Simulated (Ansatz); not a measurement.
**YSiF2: what a guessed cell relaxes into**

The task: take a trial cell of YSiF2 to zero force and stress.

Method: DFT PBE, scalar-relativistic, plane waves, PAW, in Ansatz 0.2.0.

**1. The starting structure**

Symmetry: P-3m1, No. 164, trigonal system. The conventional cell has a = 3.664 Å, b = 3.664 Å, c = 5.015 Å, α = 90.00°, β = 90.00°, γ = 120.00°. Y (site symmetry -3m) has 6 F at 2.50 Å and 2 Si at 2.51 Å as nearest neighbours. Around Si (site symmetry -3m) lie 6 F at 2.42 Å and 2 Y at 2.51 Å. F (site symmetry 3m) is surrounded by 3 Si at 2.42 Å and 3 Y at 2.50 Å.

Structure file:

```cif
data_structure
_symmetry_space_group_name_H-M 'P 1'
_symmetry_Int_Tables_number 1
_cell_length_a 3.6637
_cell_length_b 3.6637
_cell_length_c 5.0148
_cell_angle_alpha 90.000
_cell_angle_beta 90.000
_cell_angle_gamma 120.000
_cell_volume 58.29
loop_
_atom_site_label
_atom_site_type_symbol
_atom_site_fract_x
_atom_site_fract_y
_atom_site_fract_z
_atom_site_occupancy
Y1 Y 0.00000 0.00000 0.50000 1
Si1 Si 0.00000 0.00000 0.00000 1
F1 F 0.33333 0.66667 0.23547 1
F2 F 0.66667 0.33333 0.76453 1
```

A structure generator made this guess: species swapped into a database cell of Sn2PdAu (P-3m1, No. 164), with F on the Sn sites, Si on the Pd sites and Y on the Au sites. Its size is a rough estimate.

**2. Probe: one point on a coarse mesh**

input.yaml reads:

```yaml
crystal:
  lattice:
    - [3.66369679, 0.0, 0.0]
    - [-1.8318484, 3.17285449, 0.0]
    - [0.0, 0.0, 5.01483146]
  atoms:
    - { symbol: "Y", position: [0.0, 0.0, 0.5] }
    - { symbol: Si, position: [0.0, 0.0, 0.0] }
    - { symbol: F, position: [0.33333333, 0.66666667, 0.23546962] }
    - { symbol: F, position: [0.66666667, 0.33333333, 0.76453038] }
basis:
  ecutwfc: 420
kpoints:
  mp_grid: { grid: [6, 6, 4] }
hamiltonian:
  xc: pbe
scf:
  occupations: { method: gaussian, width: 0.1 }
  lower_state_search: "off"
output:
  forces: true
  stress: true
  eigenvalues: true
```

Launch:

```bash
> ansatz run input.yaml --threads 1 --pin off --max-ram 2048MiB --backend cpu --events-out ev --progress --plain --runs-dir out
```

What it wrote, shortened:

```text
Warning: RAYON_NUM_THREADS=1 ignored (pool sized by the plan → 1); use --threads N
[...]
Pseudopotentials: kind: paw
Pseudopotential: Y, paw, valence charge 11, recommended cutoff 420 eV (normal), Y.paw.azcp
Pseudopotential: Si, paw, valence charge 4, recommended cutoff 420 eV (normal), Si.paw.azcp
Pseudopotential: F, paw, valence charge 7, recommended cutoff 420 eV (normal), F.paw.azcp
Functional definition: PBE
[...]
Crystal: 4 atoms, lattice volume = 58.294 Å³
Basis set: ecut = 420 eV, 1133 PW (Γ), exchange–correlation on 50×50×72 points (8 copies of the dense FFT grid, shifted against one another)
Bands: 19, of which v1, the nominal top of the filled ones, is band 15 counted from 1 (14 counted from 0)
Symmetry: 12 space group operations
Space group: P-3m1 (ITA 164), of the structure as read, at distance tolerance 3.9e-5 Å
k-points: 24 of 144
[...]
SCF iter   1: F=—  HF=-6099.704213 eV  |F-HF|=—  |Δ(HF+E_count)|=         —  Δρ=1.30e-2  dr2=2.42e-1  ethr=1.77e-3  ⟨swp⟩=5.2  Hψ=2305  notcnv=0
[...]
SCF iter   7: F=-6099.650541 eV  HF=-6099.650541 eV  |F-HF|=4.80e-8  |Δ(HF+E_count)|=   7.06e-7  Δρ=1.18e-5  dr2=7.15e-8  ethr=3.45e-10  ⟨swp⟩=3.7  Hψ=2140  notcnv=0
[...]
SCF converged after 7 iterations
Free energy (F): -6099.650541 eV
[...]
E sigma→0 (E₀):  -6099.643946 eV
Entropy (-TS):   -0.013190 eV (-3.298 meV/atom)
Fermi energy:    10.821482 eV
[...]
--- Forces (eV/Å), atoms counted from 1 ---
  atom   1  Y      0.00000000    -0.00000000     0.00000000
  atom   2  Si     0.00000000    -0.00000000     0.00000000
  atom   3  F     -0.00000000     0.00000000     2.02569016
  atom   4  F      0.00000000    -0.00000000    -2.02569016
[...]
--- Stress (GPa, compression-positive) ---
       15.836416      -0.000000      -0.000000
        0.000000      15.836416      -0.000000
       -0.000000      -0.000000      35.926177
  P = ⅓ Tr σ = 22.5330 GPa (225.330 kbar)
--- Band table (eV; the first three rows and the last of 24) ---
  k-point 0: bands = ["-32.4548", "-15.3597", "-15.2659", "-12.4523", "-12.4523", "-12.1421", "0.9569", "2.8374", "2.8374", "3.4773", "3.4773", "3.8163", "4.5990", "10.6282", "10.9016", "12.3041", "12.3041", "13.3956", "13.3956"]
[...]
```

Run time: 1.9 s. Hardware: 1 thread of Arm Neoverse V2, shared host; peak memory 0.31 GiB.

The probe gives pressure 22.5 GPa, largest force 2.03 eV/Å, gap on this mesh none (metal). A cheap, loose relaxation comes first.

**3. Rough relaxation on the coarse mesh**

input.yaml: that of step 2 with these lines changed.

```diff
@@ -23 +23,6 @@
   eigenvalues: true
+relax:
+  adjacent_minimum: "off"
+  f_tol: 0.04
+  max_steps: 70
+  cell: { stress_tol: 0.4 }
```

Launch:

```bash
> ansatz run input.yaml --threads 1 --pin off --max-ram 2048MiB --backend cpu --events-out ev --progress --plain --runs-dir out
```

What it wrote:

```text
Warning: RAYON_NUM_THREADS=1 ignored (pool sized by the plan → 1); use --threads N
Engine: ansatz 0.2.0, aarch64-unknown-linux-gnu
[... 5 set-up lines as earlier in the session ...]
  parameter kappa = 0.804
  parameter beta = 0.06672455060314922
  exchange = pbe_x(kappa = kappa, mu = beta*pi^2/3)
  correlation = pbe_c(beta = beta)
Crystal: 4 atoms, lattice volume = 58.294 Å³
Basis set: ecut = 420 eV, 1133 PW (Γ), exchange–correlation on 50×50×72 points (8 copies of the dense FFT grid, shifted against one another)
Bands: 19, of which v1, the nominal top of the filled ones, is band 15 counted from 1 (14 counted from 0)
[... 2 set-up lines as earlier in the session ...]
k-points: 24 of 144
Non-local potential: Y, projectors of the file, l = 0: 3, l = 1: 2, l = 2: 2, l = 3: 1
Non-local potential: Si, projectors of the file, l = 0: 2, l = 1: 2, l = 2: 2
Non-local potential: F, projectors of the file, l = 0: 2, l = 1: 2, l = 2: 1
PAW form: soft (Blöchl's): semilocal exchange-correlation on the pseudo side does not see the compensation charge
PAW one-centre angular grid: Y, 590 points (default); XC on 64 Gauss nodes
PAW one-centre angular grid: Si, 110 points (default); XC on 64 Gauss nodes
PAW one-centre angular grid: F, 110 points (default); XC on 64 Gauss nodes
Initial density: superposition of atomic densities (neutral atoms: chi_scale 0, normalization atom), corrected by the library's trained network
Initial wavefunctions: pseudopotential atomic-orbital guess
Functional: x = pbe(κ = 0.804, μ = 0.2195149727645171), c = pbe(β = 0.06672455060314922)
SCF iter   1: F=—  HF=-6099.704213 eV  |F-HF|=—  |Δ(HF+E_count)|=         —  Δρ=1.30e-2  dr2=2.42e-1  ethr=1.77e-3  ⟨swp⟩=5.2  Hψ=2305  notcnv=0
preconditioner: auto → Kerker (q_TF=auto, 2.429 Å⁻¹)  [metal: Δε(μ)=0.017 eV  Ē_g=12.669 eV  σ=0.100 eV  W_gap=0.10  n_scr=20 (ndim 8)  ℏωp=23.3 eV  f_vac=0.000  D(μ)=2.67/eV (n_scr^D=22)]
SCF iter   2: F=—  HF=-6099.667513 eV  |F-HF|=—  |Δ(HF+E_count)|=   3.67e-2  Δρ=6.60e-3  dr2=7.93e-2  ethr=8.35e-4  ⟨swp⟩=1.5  Hψ=666  notcnv=0
SCF iter   3: F=—  HF=-6099.653389 eV  |F-HF|=—  |Δ(HF+E_count)|=   1.41e-2  Δρ=4.89e-3  dr2=1.15e-2  ethr=2.73e-4  ⟨swp⟩=2.4  Hψ=681  notcnv=0
SCF iter   4: F=—  HF=-6099.650633 eV  |F-HF|=—  |Δ(HF+E_count)|=   2.76e-3  Δρ=1.20e-3  dr2=1.25e-3  ethr=3.97e-5  ⟨swp⟩=2.0  Hψ=618  notcnv=0
SCF iter   5: F=—  HF=-6099.650516 eV  |F-HF|=—  |Δ(HF+E_count)|=   1.16e-4  Δρ=3.11e-4  dr2=6.73e-5  ethr=4.32e-6  ⟨swp⟩=2.5  Hψ=668  notcnv=0
SCF iter   6: F=—  HF=-6099.650540 eV  |F-HF|=—  |Δ(HF+E_count)|=   2.39e-5  Δρ=5.76e-5  dr2=1.99e-6  ethr=2.32e-7  ⟨swp⟩=2.0  Hψ=659  notcnv=0
SCF iter   7: F=-6099.650541 eV  HF=-6099.650541 eV  |F-HF|=4.80e-8  |Δ(HF+E_count)|=   7.06e-7  Δρ=1.18e-5  dr2=7.15e-8  ethr=3.45e-10  ⟨swp⟩=3.7  Hψ=2137  notcnv=0
SCF 1 converged in 7 iterations: F = -6099.650541 eV  dr2 = 7.15e-8
relax step   1: F+E_penalty+E_count = -6099.65054106 eV  Δ(F+E_penalty+E_count) = +0.000e0 eV  max|allowed force component| = 2.026e0 eV/Å  Δτ_max = 0.0000 Å  P = +22.533 GPa  Ω = 58.294 Å³  (7 SCF iters, dr2 threshold 1.00e-7 eV, accepted)
Crystal: 4 atoms, lattice volume = 63.803 Å³
Basis set: ecut = 420 eV, 1241 PW (Γ), exchange–correlation on 50×50×72 points (8 copies of the dense FFT grid, shifted against one another)
Initial density: handed on by an earlier stage of this run
Initial wavefunctions: those handed on with the density
SCF iter   1: F=—  HF=-6101.319159 eV  |F-HF|=—  |Δ(HF+E_count)|=         —  Δρ=3.38e-2  dr2=1.66e0  ethr=3.10e-3  ⟨swp⟩=5.7  Hψ=2184  notcnv=0
preconditioner: auto → Kerker (q_TF=auto, 2.392 Å⁻¹)  [metal: Δε(μ)=0.009 eV  Ē_g=8.351 eV  σ=0.100 eV  W_gap=0.05  n_scr=22 (ndim 8)  ℏωp=19.2 eV  f_vac=0.000  D(μ)=3.26/eV (n_scr^D=22)]
SCF iter   2: F=—  HF=-6101.030046 eV  |F-HF|=—  |Δ(HF+E_count)|=   2.89e-1  Δρ=1.69e-2  dr2=5.41e-1  ethr=3.10e-3  ⟨swp⟩=2.0  Hψ=737  notcnv=0  defer=6
SCF iter   3: F=—  HF=-6100.916215 eV  |F-HF|=—  |Δ(HF+E_count)|=   1.14e-1  Δρ=1.02e-2  dr2=1.04e-1  ethr=1.87e-3  ⟨swp⟩=2.7  Hψ=735  notcnv=0  defer=7
SCF iter   4: F=—  HF=-6100.895321 eV  |F-HF|=—  |Δ(HF+E_count)|=   2.09e-2  Δρ=3.28e-3  dr2=7.43e-3  ethr=3.59e-4  ⟨swp⟩=2.8  Hψ=854  notcnv=0  defer=2
SCF iter   5: F=—  HF=-6100.894879 eV  |F-HF|=—  |Δ(HF+E_count)|=   4.41e-4  Δρ=1.11e-3  dr2=2.23e-3  ethr=2.56e-5  ⟨swp⟩=2.8  Hψ=782  notcnv=0  defer=2
SCF iter   6: F=—  HF=-6100.894646 eV  |F-HF|=—  |Δ(HF+E_count)|=   2.33e-4  Δρ=3.23e-4  dr2=6.21e-5  ethr=7.69e-6  ⟨swp⟩=2.9  Hψ=663  notcnv=0  defer=2
SCF iter   7: F=—  HF=-6100.894660 eV  |F-HF|=—  |Δ(HF+E_count)|=   1.40e-5  Δρ=5.77e-5  dr2=2.00e-6  ethr=2.14e-7  ⟨swp⟩=2.1  Hψ=682  notcnv=0  defer=2
SCF iter   8: F=-6100.894663 eV  HF=-6100.894662 eV  |F-HF|=6.31e-8  |Δ(HF+E_count)|=   2.13e-6  Δρ=1.58e-5  dr2=1.70e-7  ethr=1.38e-9  ⟨swp⟩=6.0  Hψ=2136  notcnv=0
SCF 2 converged in 8 iterations: F = -6100.894663 eV  dr2 = 1.70e-7
relax step   2: F+E_penalty+E_count = -6100.89466254 eV  Δ(F+E_penalty+E_count) = -1.244e0 eV  max|allowed force component| = 2.578e0 eV/Å  Δτ_max = 0.1287 Å  P = +10.637 GPa  Ω = 63.803 Å³  energy of the carried Pulay correction = -1.341e-2 eV  (8 SCF iters, dr2 threshold 4.00e-7 eV, accepted)
Crystal: 4 atoms, lattice volume = 67.545 Å³
Basis set: ecut = 420 eV, 1291 PW (Γ), exchange–correlation on 50×50×72 points (8 copies of the dense FFT grid, shifted against one another)
SCF iter   1: F=—  HF=-6102.587541 eV  |F-HF|=—  |Δ(HF+E_count)|=         —  Δρ=3.56e-2  dr2=1.16e0  ethr=3.10e-3  ⟨swp⟩=5.9  Hψ=2369  notcnv=0
preconditioner: auto → Kerker (q_TF=auto, 2.370 Å⁻¹)  [metal: Δε(μ)=0.078 eV  Ē_g=8.207 eV  σ=0.100 eV  W_gap=0.40  n_scr=22 (ndim 8)  ℏωp=18.6 eV  f_vac=0.000  D(μ)=2.38/eV (n_scr^D=22)]
SCF iter   2: F=—  HF=-6102.350307 eV  |F-HF|=—  |Δ(HF+E_count)|=   2.37e-1  Δρ=1.78e-2  dr2=4.65e-1  ethr=3.10e-3  ⟨swp⟩=1.5  Hψ=665  notcnv=0  defer=3
SCF iter   3: F=—  HF=-6102.227098 eV  |F-HF|=—  |Δ(HF+E_count)|=   1.23e-1  Δρ=1.03e-2  dr2=8.63e-2  ethr=1.60e-3  ⟨swp⟩=2.1  Hψ=744  notcnv=0  defer=11
SCF iter   4: F=—  HF=-6102.208369 eV  |F-HF|=—  |Δ(HF+E_count)|=   1.87e-2  Δρ=3.29e-3  dr2=1.35e-2  ethr=2.97e-4  ⟨swp⟩=2.3  Hψ=890  notcnv=0  defer=11
SCF iter   5: F=—  HF=-6102.205955 eV  |F-HF|=—  |Δ(HF+E_count)|=   2.41e-3  Δρ=1.03e-3  dr2=1.16e-3  ethr=4.67e-5  ⟨swp⟩=2.7  Hψ=719  notcnv=0  defer=11
SCF iter   6: F=—  HF=-6102.206030 eV  |F-HF|=—  |Δ(HF+E_count)|=   7.48e-5  Δρ=2.17e-4  dr2=3.77e-5  ethr=3.99e-6  ⟨swp⟩=2.5  Hψ=670  notcnv=0  defer=11
SCF iter   7: F=—  HF=-6102.206178 eV  |F-HF|=—  |Δ(HF+E_count)|=   1.48e-4  Δρ=6.10e-5  dr2=2.15e-6  ethr=1.30e-7  ⟨swp⟩=2.0  Hψ=667  notcnv=0  defer=11
SCF iter   8: F=-6102.206180 eV  HF=-6102.206180 eV  |F-HF|=8.20e-8  |Δ(HF+E_count)|=   2.39e-6  Δρ=1.17e-5  dr2=8.93e-8  ethr=1.38e-9  ⟨swp⟩=7.8  Hψ=2215  notcnv=0
SCF 3 converged in 8 iterations: F = -6102.206180 eV  dr2 = 8.93e-8
relax step   3: F+E_penalty+E_count = -6102.20618029 eV  Δ(F+E_penalty+E_count) = -1.312e0 eV  max|allowed force component| = 2.610e0 eV/Å  Δτ_max = 0.1954 Å  P = +4.163 GPa  Ω = 67.545 Å³  energy of the carried Pulay correction = -2.185e-2 eV  (8 SCF iters, dr2 threshold 4.00e-7 eV, accepted)
[... from here on, the SCF cycles and remarks between the steps are left out ...]
relax step   4: F+E_penalty+E_count = -6103.25709959 eV  Δ(F+E_penalty+E_count) = -1.051e0 eV  max|allowed force component| = 1.802e0 eV/Å  Δτ_max = 0.1963 Å  P = +2.407 GPa  Ω = 69.121 Å³  energy of the carried Pulay correction = -2.526e-2 eV  (7 SCF iters, dr2 threshold 4.00e-7 eV, accepted)
relax step   5: F+E_penalty+E_count = -6103.91772319 eV  Δ(F+E_penalty+E_count) = -6.606e-1 eV  max|allowed force component| = 6.839e-1 eV/Å  Δτ_max = 0.1948 Å  P = +3.208 GPa  Ω = 69.970 Å³  energy of the carried Pulay correction = -2.707e-2 eV  (8 SCF iters, dr2 threshold 4.00e-7 eV, accepted)
relax step   6: F+E_penalty+E_count = -6104.08939122 eV  Δ(F+E_penalty+E_count) = -1.717e-1 eV  max|allowed force component| = 1.332e-1 eV/Å  Δτ_max = 0.1480 Å  P = +3.080 GPa  Ω = 71.904 Å³  energy of the carried Pulay correction = -3.109e-2 eV  (8 SCF iters, dr2 threshold 4.00e-7 eV, accepted)
relax step   7: F+E_penalty+E_count = -6104.10284475 eV  Δ(F+E_penalty+E_count) = -1.345e-2 eV  max|allowed force component| = 2.751e-2 eV/Å  Δτ_max = 0.0056 Å  P = +1.008 GPa  Ω = 73.066 Å³  energy of the carried Pulay correction = -3.344e-2 eV  (6 SCF iters, dr2 threshold 4.00e-7 eV, accepted)
relax step   8: F+E_penalty+E_count = -6104.10350724 eV  Δ(F+E_penalty+E_count) = -6.625e-4 eV  max|allowed force component| = 2.682e-3 eV/Å  Δτ_max = 0.0019 Å  P = -0.018 GPa  Ω = 73.734 Å³  energy of the carried Pulay correction = -3.478e-2 eV  (5 SCF iters, dr2 threshold 4.00e-7 eV, accepted)
relax step   9: F+E_penalty+E_count = -6104.34828868 eV  Δ(F+E_penalty+E_count) = -2.448e-1 eV  max|allowed force component| = 1.296e-2 eV/Å  Δτ_max = 0.0000 Å  P = +4.152 GPa  Ω = 73.734 Å³  stress off target by 7.61e0 GPa  SCF on the basis re-selected at this cell (its energy is not comparable with the rows above)  (6 SCF iters)
relax step  10: F+E_penalty+E_count = -6104.42187459 eV  Δ(F+E_penalty+E_count) = -7.359e-2 eV  max|allowed force component| = 3.350e-2 eV/Å  Δτ_max = 0.0083 Å  P = +1.448 GPa  Ω = 76.639 Å³  energy of the carried Pulay correction = -7.004e-3 eV  (6 SCF iters, dr2 threshold 4.00e-7 eV, accepted)
relax step  11: F+E_penalty+E_count = -6104.42190638 eV  Δ(F+E_penalty+E_count) = -3.179e-5 eV  max|allowed force component| = 3.068e-3 eV/Å  Δτ_max = 0.0233 Å  P = -0.382 GPa  Ω = 79.367 Å³  energy of the carried Pulay correction = -1.599e-2 eV  (6 SCF iters, dr2 threshold 4.00e-7 eV, accepted)
relax step  12: F+E_penalty+E_count = -6104.42783155 eV  Δ(F+E_penalty+E_count) = -5.925e-3 eV  max|allowed force component| = 4.042e-3 eV/Å  Δτ_max = 0.0024 Å  P = -0.017 GPa  Ω = 78.730 Å³  energy of the carried Pulay correction = -1.362e-2 eV  (5 SCF iters, dr2 threshold 4.00e-7 eV, accepted)
Basis set: ecut = 420 eV, 1545 PW (Γ), exchange–correlation on 54×54×90 points (8 copies of the dense FFT grid, shifted against one another)
iter 1 solved again at ethr=2.73e-7 eV; its pass at ethr=3.10e-3 eV (dr2=7.92e-5 eV) is discarded
SCF iter   1: F=—  HF=-6104.446050 eV  |F-HF|=—  |Δ(HF+E_count)|=         —  Δρ=7.89e-4  dr2=7.48e-5  ethr=2.73e-7  ⟨swp⟩=2.7  Hψ=3329  notcnv=0
preconditioner: auto → Resta (q_TF=auto, 2.310 Å⁻¹)  ε∞=5.3  [insulator: Δε(μ)=0.262 eV  Ē_g=8.357 eV  σ=0.100 eV  W_gap=0.83  n_scr=22 (ndim 8)  ℏωp=17.3 eV  f_vac=0.000  D(μ)=0.32/eV (n_scr^D=0)  ε∞_Penn≈5.3]
SCF iter   2: F=—  HF=-6104.446233 eV  |F-HF|=—  |Δ(HF+E_count)|=   1.83e-4  Δρ=3.40e-4  dr2=1.82e-5  ethr=2.58e-7  ⟨swp⟩=2.0  Hψ=743  notcnv=0
SCF iter   3: F=—  HF=-6104.446281 eV  |F-HF|=—  |Δ(HF+E_count)|=   4.78e-5  Δρ=1.52e-4  dr2=2.42e-6  ethr=6.28e-8  ⟨swp⟩=2.1  Hψ=560  notcnv=0
SCF iter   4: F=—  HF=-6104.446291 eV  |F-HF|=—  |Δ(HF+E_count)|=   1.05e-5  Δρ=3.73e-6  dr2=5.97e-9  ethr=8.34e-9  ⟨swp⟩=2.0  Hψ=654  notcnv=0
SCF iter   5: F=-6104.446291 eV  HF=-6104.446291 eV  |F-HF|=5.78e-10  |Δ(HF+E_count)|=   1.23e-8  Δρ=6.95e-7  dr2=4.64e-10  ethr=8.83e-12  ⟨swp⟩=4.4  Hψ=1597  notcnv=0
SCF 13 converged in 5 iterations: F = -6104.446291 eV  dr2 = 4.64e-10
relax step  13: F+E_penalty+E_count = -6104.44629109 eV  Δ(F+E_penalty+E_count) = -1.846e-2 eV  max|allowed force component| = 2.450e-3 eV/Å  Δτ_max = 0.0000 Å  P = +0.149 GPa  Ω = 78.730 Å³  stress off target by 3.65e-1 GPa  SCF on the basis re-selected at this cell (its energy is not comparable with the rows above)  (5 SCF iters)
basis re-selected at this cell: Δ(F+E_penalty+E_count) = -1.846e-2 eV, ΔP = +0.166 GPa vs the last step (what re-selecting the basis moved, of the pressure what is left beyond the Pulay correction that the steps carried, after the strain that the cell walked since its last selection, with what the two solves' SCF thresholds leave and, on support functions, any second-order correction that the steps lacked; it is no measure of the basis error at this ecutwfc). The dense FFT grid was sized anew with the basis: this SCF ran on 27×27×45 points, the steps before it on 27×27×40, so part of this shift can come from that change (see relax.cell in the input reference). This SCF's stress stands 3.65e-1 GPa from its target on what of the cell is left free (relax.cell.stress_tol is 4.00e-1 GPa) and its largest allowed force component is 2.45e-3 eV/Å (relax.f_tol is 4.00e-2 eV/Å): within both
SCF converged after 5 iterations
Free energy (F): -6104.446291 eV
Harris-Foulkes:  -6104.446291 eV  (|F-HF|=5.78e-10)
Internal energy: -6104.444712 eV  (E = F + TS)
E sigma→0 (E₀):  -6104.445501 eV
Entropy (-TS):   -0.001580 eV (-0.395 meV/atom)
Fermi energy:    6.285977 eV
--- Per-component energies (eV) ---
  E_band       = -239.117478
  E_kinetic    = 754.473780
  E_local      = -2942.429486  (includes V_loc(G=0)·N_el)
  E_nonlocal   = 222.199170
  E_hartree    = 1180.975250
  E_xc         = -386.573720
  E_vxc        = -448.129914  (∫ρ·V_xc dr)
  E_paw        = -3738.441843  (= ΣΔE_a)
  E_vpaw       = -187.185344  (= ΣTr[D̂ρ^β])
  E_aug_tail   = 0.004123  (compensation charges beyond the density's cutoff)
  E_ewald      = -1194.651985
  E_smearing   = -0.001580  (= −TS)
  E_closure    = 0.000000  (closes the sum)
  Σ components = -6104.446291   (vs F -6104.446291, Δ=0.00e0)
--- Forces (eV/Å), atoms counted from 1 ---
  atom   1  Y      0.00000000     0.00000000     0.00000000
  atom   2  Si     0.00000000    -0.00000000     0.00000000
  atom   3  F     -0.00000000     0.00000000     0.00244996
  atom   4  F      0.00000000    -0.00000000    -0.00244996
  max |Σ_I F_I| component: 4.34e-19 eV/Å
--- Stress (GPa, compression-positive) ---
        0.041461       0.000000      -0.000000
        0.000000       0.041461       0.000000
       -0.000000       0.000000       0.365235
  P = ⅓ Tr σ = 0.1494 GPa (1.494 kbar)
--- Band table (eV; the first three rows and the last of 24) ---
  k-point 0: bands = ["-36.9577", "-19.2527", "-18.6727", "-16.9227", "-16.9227", "-16.5151", "-2.0941", "-2.0941", "-1.3931", "-0.1552", "0.2480", "0.6412", "0.6412", "5.9522", "9.0789", "9.1847", "9.1847", "9.4448", "9.4448"]
  k-point 1: bands = ["-36.9577", "-19.2526", "-18.6730", "-16.9227", "-16.9227", "-16.5157", "-2.0938", "-2.0938", "-1.3447", "-0.2103", "0.3866", "0.6410", "0.6410", "5.0702", "8.6886", "8.6886", "10.1259", "10.1259", "10.4512"]
  k-point 2: bands = ["-36.9577", "-19.2524", "-18.6734", "-16.9227", "-16.9227", "-16.5163", "-2.0937", "-2.0937", "-1.2959", "-0.2524", "0.5309", "0.6409", "0.6409", "4.4314", "8.4713", "8.4713", "10.5525", "10.5525", "11.0710"]
  k-point 23: bands = ["-36.9105", "-19.6629", "-19.6629", "-16.8289", "-16.0842", "-16.0842", "-1.7776", "-0.8825", "-0.8825", "0.3126", "0.4196", "0.4196", "0.9806", "5.2820", "5.8258", "5.8258", "9.4786", "9.4786", "10.7338"]
--- Relaxed structure (11 steps of the walk, 11 accepted, 2 SCFs on fresh bases) ---
  F+E_penalty+E_count = -6104.44629109 eV   max|allowed force component| = 2.450e-3 eV/Å   (the final SCF, on the basis selected at the relaxed cell)
  cell:  # Å, volume = 78.7300 Å³
    - [3.8312569032814, 3.0187776053303004e-9, -3.296491345613813e-17]
    - [-1.9156284542550381, 3.317965805156804, 5.998481066968272e-26]
    - [-4.51220432601367e-17, -2.605122377522157e-17, 6.19336823821504]
  atoms:
    - { symbol: Y, position: [1.5407439555097887e-33, 0.0, 0.5] }
    - { symbol: Si, position: [-2.9481290726182675e-34, -6.449399315875944e-35, -2.1619912476290967e-20] }
    - { symbol: F, position: [0.33333333333333326, 0.6666666666666665, 0.41266428688250356] }
    - { symbol: F, position: [0.6666666666666666, 0.33333333333333326, 0.5873357131174964] }
```

Run time: 29 s. Hardware: 1 thread of Arm Neoverse V2, shared host; peak memory 0.35 GiB.

Step by step:

```csv
step,E - E(step 1) (eV/cell),largest force component (eV/Å),pressure (GPa),volume (Å³)
1,0.0000,2.0257,22.53,58.29
2,-1.2441,2.5781,10.64,63.80
3,-2.5556,2.6098,4.16,67.54
4,-3.6066,1.8016,2.41,69.12
5,-4.2672,0.6839,3.21,69.97
6,-4.4389,0.1332,3.08,71.90
7,-4.4523,0.0275,1.01,73.07
8,-4.4530,0.0027,-0.02,73.73
9,-4.6977,0.0130,4.15,73.73
10,-4.7713,0.0335,1.45,76.64
11,-4.7714,0.0031,-0.38,79.37
12,-4.7773,0.0040,-0.02,78.73
13,-4.7958,0.0024,0.15,78.73
```

Step 1 is the start. Steps 9, 13 each repeat the geometry before them on a plane-wave basis chosen anew, so the energy can jump there without any move.

|  | before | after | change |
| --- | --- | --- | --- |
| a (Å) | 3.664 | 3.831 | +4.6 % |
| b (Å) | 3.664 | 3.831 | +4.6 % |
| c (Å) | 5.015 | 6.193 | +23.5 % |
| volume (Å³/atom) | 14.57 | 19.68 | +35.1 % |
| shortest distance (Å) | 2.423 | 2.277 | -6.0 % |
| space group (0.01 Å) | P-3m1 | P-3m1 | same |

The run keeps the 12 symmetry operations of the start, so it could not have lowered the symmetry.

(Part 1 of 2 ends here.)
